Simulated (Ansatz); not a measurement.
# CH3OSe+ (SMILES C1[OH+][Se]1): functionals against CCSD(T) at one geometry

The task here is to estimate one member of a computed series from the others.

Method: single points in def2-TZVPP; program: Ansatz 0.2.0, Gaussian basis.

Correlated methods freeze the cores. Filled d shells of the heavier atoms are correlated. B3LYP uses VWN-RPA correlation.

## The starting structure

6 atoms, charge 1, spin multiplicity 1.

Atoms are counted from 1 here; the program's logs count them from 0.

Bond lengths: C1–O2 1.351 Å, C1–Se3 1.841 Å, C1–H4 1.101 Å, C1–H5 0.963 Å, O2–Se3 1.835 Å, O2–H6 0.967 Å. Angles: O2–C1–Se3 68.2°, O2–C1–H4 113.8°, O2–C1–H5 123.1°, Se3–C1–H4 114.6°, Se3–C1–H5 112.0°, H4–C1–H5 115.8°, C1–O2–Se3 68.7°, C1–O2–H6 108.6°, Se3–O2–H6 110.9°, C1–Se3–O2 43.1°.

Geometry (Å):

```xyz
6
CH3OSe
C    -0.30220   -0.02600   -0.45630
O    -0.05650    0.02620    0.87120
Se    0.96080   -1.26370    0.05430
H    -1.28520   -0.45210   -0.71020
H     0.05230    0.61400   -1.08320
H     0.47010    0.81560    1.05630
```

Set-up of the first run:

Contents of run/in.yaml:

```yaml
crystal:
  periodic: [false, false, false]
  atoms:
    - {symbol: C, position_ang: [-0.302200, -0.026000, -0.456300]}
    - {symbol: O, position_ang: [-0.056500, 0.026200, 0.871200]}
    - {symbol: Se, position_ang: [0.960800, -1.263700, 0.054300]}
    - {symbol: H, position_ang: [-1.285200, -0.452100, -0.710200]}
    - {symbol: H, position_ang: [0.052300, 0.614000, -1.083200]}
    - {symbol: H, position_ang: [0.470100, 0.815600, 1.056300]}
basis:
  gaussian: {orbitals: def2-TZVPP}
total_charge: 1
correlation: {method: ccsd_t}
output: {forces: true}
```

No record of the launch command was kept for these runs.

Steps of the session up to this table: CCSD(T)/def2-TZVPP; PBE0-D4/def2-TZVPP; wB97M-V/def2-TZVPP; r2SCAN-D4/def2-TZVPP; PBE-D4/def2-TZVPP; wB97X-V/def2-TZVPP; B3LYP-D4/def2-TZVPP.

One of the session's tables, all rows but one given; the rest of the session is left out.

```
   method  RMS force component (eV/Å)  angle to CCSD(T) forces (°)
  CCSD(T)                       2.627                    reference
  PBE0-D4                       2.514                          4.7
  wB97M-V                       2.544                          2.4
r2SCAN-D4                       2.568                          1.8
   PBE-D4                       2.654                          4.8
  wB97X-V                           ?                            ?
 B3LYP-D4                       2.605                          2.2
```

**Question.** Estimate the row for wB97X-V.

As computed: RMS force component (eV/Å): 2.576; angle to CCSD(T) forces (°): 4.1. In the column «RMS force component (eV/Å)» it lies between r2SCAN-D4 (2.568) and B3LYP-D4 (2.605).
